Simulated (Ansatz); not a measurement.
# Al4GeRu: the cost of one run

Method: DFT PBE, scalar-relativistic, plane waves, PAW, in Ansatz 0.2.0.

1 further run of the same task is left out (set aside as unsound or not needed).

### Step 1. The starting structure

It takes space group P4/mmm (No. 123, tetragonal). Conventional cell: a = 6.041 Å, b = 6.041 Å, c = 3.591 Å, α = 90.00°, β = 90.00°, γ = 90.00°. Around Al (site symmetry m2m) lie 3 Al at 2.35 to 2.61 Å and 2 Ge at 2.58 Å. Ge (site symmetry 4/mmm) has 8 Al at 2.58 Å as nearest neighbours. Around Ru (site symmetry 4/mmm) lie 8 Al at 3.24 Å and 2 Ru at 3.59 Å.

Structure file:

```
CELL_PARAMETERS angstrom
6.04104 0.00000 0.00000
0.00000 6.04104 0.00000
0.00000 0.00000 3.59109
ATOMIC_POSITIONS crystal
Al 0.80560 0.50000 0.50000
Al 0.19440 0.50000 0.50000
Al 0.50000 0.80560 0.50000
Al 0.50000 0.19440 0.50000
Ge 0.50000 0.50000 0.00000
Ru 0.00000 0.00000 0.50000
```

The cell was relaxed beforehand at this level, from a generated guess; it needn't be the stable form of this composition. At a tolerance of 0.05 Å it has space group P4/mmm (No. 123); it has 21.84 Å³/atom, an uncorrected energy of +0.89 eV/atom over the elements.

### Step 2. Electronic structure at the relaxed geometry

Input file input.yaml:

```yaml
crystal:
  lattice:
    - [6.0410409584, 0.0, 0.0]
    - [0.0, 6.0410409584, 0.0]
    - [0.0, 0.0, 3.5910880666]
  atoms:
    - { symbol: Al, position: [0.8056044683, 0.5, 0.5] }
    - { symbol: Al, position: [0.1943955317, 0.5, 0.5] }
    - { symbol: Al, position: [0.5, 0.8056044683, 0.5] }
    - { symbol: Al, position: [0.5, 0.1943955317, 0.5] }
    - { symbol: Ge, position: [0.5, 0.5, 0.0] }
    - { symbol: Ru, position: [0.0, 0.0, 0.5], spin: 2.14 }
basis:
  ecutwfc: 420
kpoints:
  mp_grid: { grid: [6, 6, 10] }
  band_path:
    path:
      - [[0.0, 0.0, 0.0], [0.0, 0.5, 0.0], [0.5, 0.5, 0.0], [0.0, 0.0, 0.0], [0.0, 0.0, 0.5], [0.0, 0.5, 0.5], [0.5, 0.5, 0.5], [0.0, 0.0, 0.5]]
      - [[0.0, 0.5, 0.0], [0.0, 0.5, 0.5]]
      - [[0.5, 0.5, 0.0], [0.5, 0.5, 0.5]]
    npoints: 14
hamiltonian:
  xc: pbe
scf:
  occupations: { method: gaussian, width: 0.1 }
  n_extra_bands: 15
output:
  forces: true
  stress: true
  eigenvalues: true
  populations: true
  dos: { projected: true, de: 0.02, nscf_kmesh: { grid: [8, 8, 12] } }
  bader: true
magnetization:
  spin_polarized: true
checkpoint:
  read: start.run
  write: ck
  compress: false
  write_wavefunctions: false
  write_every: 100000
```

Command:

```
ansatz run input.yaml --threads 1 --pin off --max-ram 2560MiB --backend cpu --events-out ev --progress --plain --runs-dir out
```

Q: Estimate wall time and peak memory on 1 thread of AMD EPYC 9R45 (Zen 5), shared host.

About 70 s, with a peak of 0.82 GiB.
